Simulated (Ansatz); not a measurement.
# Ga2SnO2: the cost of one run

Computed with Ansatz 0.2.0 (DFT PBE, scalar-relativistic, plane waves, PAW, unless a step's input says otherwise).

## (1) Starting point

Symmetry: P4/mmm, No. 123, tetragonal system. Conventional cell: a = 3.675 Å, b = 3.675 Å, c = 7.154 Å, α = 90.00°, β = 90.00°, γ = 90.00°. Ga (site symmetry 4mm) is surrounded by 4 O at 2.63 Å and 1 Ga at 2.93 Å. Around Sn (site symmetry 4/mmm) lie 2 O at 1.73 Å. O (site symmetry 4mm) has 1 Sn at 1.73 Å as nearest neighbours.

Structure file:

```xyz
5
Lattice="3.6748 0.0000 0.0000 0.0000 3.6748 0.0000 0.0000 0.0000 7.1544" Properties=species:S:1:pos:R:3 pbc="T T T"
Ga    1.8374    1.8374    2.1100
Ga    1.8374    1.8374    5.0444
Sn    0.0000    0.0000    0.0000
O     0.0000    0.0000    5.4282
O     0.0000    0.0000    1.7262
```

The cell is invented: random cell by space group and Wyckoff sites (P4/mmm, No. 123). The dimensions are guesses.

## (2) The guess as it stands, on a coarse mesh

File input.yaml:

```yaml
crystal:
  lattice:
    - [3.67484327, 0.0, 0.0]
    - [0.0, 3.67484327, 0.0]
    - [0.0, 0.0, 7.15443747]
  atoms:
    - { symbol: Ga, position: [0.5, 0.5, 0.29492246] }
    - { symbol: Ga, position: [0.5, 0.5, 0.70507754] }
    - { symbol: Sn, position: [0.0, 0.0, 0.0] }
    - { symbol: O, position: [0.0, 0.0, 0.75872203] }
    - { symbol: O, position: [0.0, 0.0, 0.24127797] }
basis:
  ecutwfc: 420
kpoints:
  mp_grid: { grid: [6, 6, 4] }
hamiltonian:
  xc: pbe
scf:
  occupations: { method: gaussian, width: 0.1 }
  lower_state_search: "off"
output:
  forces: true
  stress: true
  eigenvalues: true
```

The run is started by

```sh
$ ansatz run input.yaml --threads 1 --pin off --max-ram 2560MiB --backend cpu --events-out ev --progress --plain --runs-dir out
```

**Question.** How long does this run take on 1 thread of Arm Neoverse V1, shared host, and how much memory does it need?

About 5.9 s, with a peak of 0.38 GiB.
